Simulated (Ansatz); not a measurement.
# CH₆OSeSi: up Jacob's ladder to CCSD(T)

Aim: compute CH₆OSeSi with functionals from several rungs and with coupled cluster, and see how far each lands from CCSD(T) at the basis-set limit for the atomisation energy.

Method: functionals in def2-TZVPP, the program's frozen cores in correlated methods; program: Ansatz 0.2.0, Gaussian basis.

Plan: LDA (SPW92), PBE-D4, revPBE-D4, BLYP-D4, r2SCAN-D4, B97M-V, PBE0-D4, B3LYP-D4, r2SCANh-D4, r2SCAN0-D4, HSE06-D4, BHLYP-D4, CAM-B3LYP-D4, LC-ωPBE, ωB97X-V, ωB97M-V, B2PLYP, PBE-QIDH; CCSD(T)/def2-SVP; CCSD(T)/def2-TZVPP; MP2/def2-QZVPP; extrapolation to the limit; RPA on PBE.

## Step 1: The geometry

The geometry comes from an earlier relaxation with PBE0-D4 in a triple-zeta def2 set; it is a stationary point, not always the lowest conformer.

SMILES `CO[SiH2][SeH]`, 10 atoms, charge 0, spin multiplicity 1.

Atoms are counted from 1 here; the program's logs count them from 0.

Bond lengths: C1–O2 1.411 Å, C1–H5 1.096 Å, C1–H6 1.096 Å, C1–H7 1.091 Å, O2–Si3 1.639 Å, Si3–Se4 2.261 Å, Si3–H8 1.487 Å, Si3–H9 1.486 Å, Se4–H10 1.469 Å. Angles: O2–C1–H5 111.3°, O2–C1–H6 111.6°, O2–C1–H7 108.1°, H5–C1–H6 108.6°, H5–C1–H7 108.5°, H6–C1–H7 108.6°, C1–O2–Si3 122.4°, O2–Si3–Se4 109.9°, O2–Si3–H8 109.0°, O2–Si3–H9 111.8°, Se4–Si3–H8 111.2°, Se4–Si3–H9 105.1°, H8–Si3–H9 109.8°, Si3–Se4–H10 92.7°.

Geometry (Å):

```
atom    x (Å)    y (Å)    z (Å)
  C1   0.4595   1.5682   0.4558
  O2   0.7084   0.2136   0.1488
 Si3  -0.4003  -0.7377  -0.5941
 Se4   0.2968  -2.8887  -0.5781
  H5   0.4311   2.1829  -0.4506
  H6  -0.4878   1.6934   0.9933
  H7   1.2698   1.9260   1.0925
  H8  -1.7069  -0.5912   0.1010
  H9  -0.5519  -0.3908  -2.0315
 H10   0.0644  -3.0268   0.8658
```

## Step 2: LDA

This LDA is Slater exchange with PW92 correlation.

in.yaml

```yaml
crystal:
  periodic: [false, false, false]
  atoms:
    - {symbol: C, position_ang: [0.459479, 1.568173, 0.455758]}
    - {symbol: O, position_ang: [0.708362, 0.213620, 0.148829]}
    - {symbol: Si, position_ang: [-0.400271, -0.737659, -0.594115]}
    - {symbol: Se, position_ang: [0.296759, -2.888671, -0.578070]}
    - {symbol: H, position_ang: [0.431134, 2.182858, -0.450613]}
    - {symbol: H, position_ang: [-0.487822, 1.693410, 0.993273]}
    - {symbol: H, position_ang: [1.269786, 1.925985, 1.092508]}
    - {symbol: H, position_ang: [-1.706947, -0.591166, 0.101035]}
    - {symbol: H, position_ang: [-0.551887, -0.390809, -2.031487]}
    - {symbol: H, position_ang: [0.064408, -3.026842, 0.865782]}
basis:
  gaussian: {orbitals: def2-TZVPP}
hamiltonian: {xc: lda}
output: {orbitals: {seedname: orbitals}}
```

On the command line:

```
$ ansatz run in.yaml --threads 4 --pin off --events-out ev --progress --plain --max-ram 10444MiB
```

The runs that follow: PBE-D4 (GGA); revPBE-D4 (GGA); BLYP-D4 (GGA); r2SCAN-D4 (meta-GGA); B97M-V (meta-GGA); B3LYP-D4 (hybrid); r2SCANh-D4 (hybrid); r2SCAN0-D4 (hybrid); HSE06-D4 (hybrid); BHLYP-D4 (hybrid); CAM-B3LYP-D4 (range-separated); LC-ωPBE (range-separated); ωB97X-V (range-separated); ωB97M-V (range-separated); B2PLYP (double hybrid); PBE-QIDH (double hybrid); CCSD(T) in def2-SVP; CCSD(T) in def2-TZVPP; MP2 in def2-QZVPP; RPA on PBE orbitals.

Q: Predict the results of all the runs planned. Wanted: atomisation energy, CCSD(T)/CBS; farthest beyond LDA; mean size of error, GGA; mean size of error, meta-GGA; mean size of error, hybrid; mean size of error, range-separated; mean size of error, double hybrid; gap, smallest and largest; T1 diagnostic.

The runs gave:

| quantity | value |
| --- | --- |
| atomisation energy, CCSD(T)/CBS | 35.259 eV |
| functionals within 0.353 eV (1.0 %) | PBE-D4, r2SCAN-D4, B97M-V, B3LYP-D4, r2SCANh-D4, CAM-B3LYP-D4, ωB97X-V, ωB97M-V |
| farthest beyond LDA | BHLYP-D4 (-1.090 eV) |
| mean size of error, GGA | 0.389 eV |
| mean size of error, meta-GGA | 0.128 eV |
| mean size of error, hybrid | 0.504 eV |
| mean size of error, range-separated | 0.215 eV |
| mean size of error, double hybrid | 0.580 eV |
| gap, smallest and largest | 5.13 eV (BLYP-D4), 12.18 eV (LC-ωPBE) |
| T1 diagnostic | 0.0102 |
| triples share of the correlation energy | 3.5 % |

What this shows: The LDA atomisation energy is off by 4.646 eV (13 %): it overbinds. PBE-D4 misses by +0.101 eV. Double hybrids carry the basis error of their MP2 part in triple zeta, and no dispersion term here, so their miss is partly the set-up's. The rungs meta-GGA, range-separated miss on average by less than the doubt on the reference (0.353 eV), so they tie. The reference freezes the cores and leaves out relativity and excitations past (T), and its outer-core shells are covered unevenly, so misses under about 0.353 eV can't be ranked. All levels share the lack of spin-orbit coupling, which lowers the free heavy atoms and so the true binding. Hartree-Fock recovers 72 % of the binding; the rest is correlation. CCSD(T) in def2-SVP is off by -2.487 eV, worse than the median functional, from the basis alone. Orbital gaps span 5.1 to 12.2 eV; exact exchange widens them. Correlated methods include outer-core shells of Se, which these sets cover unevenly.
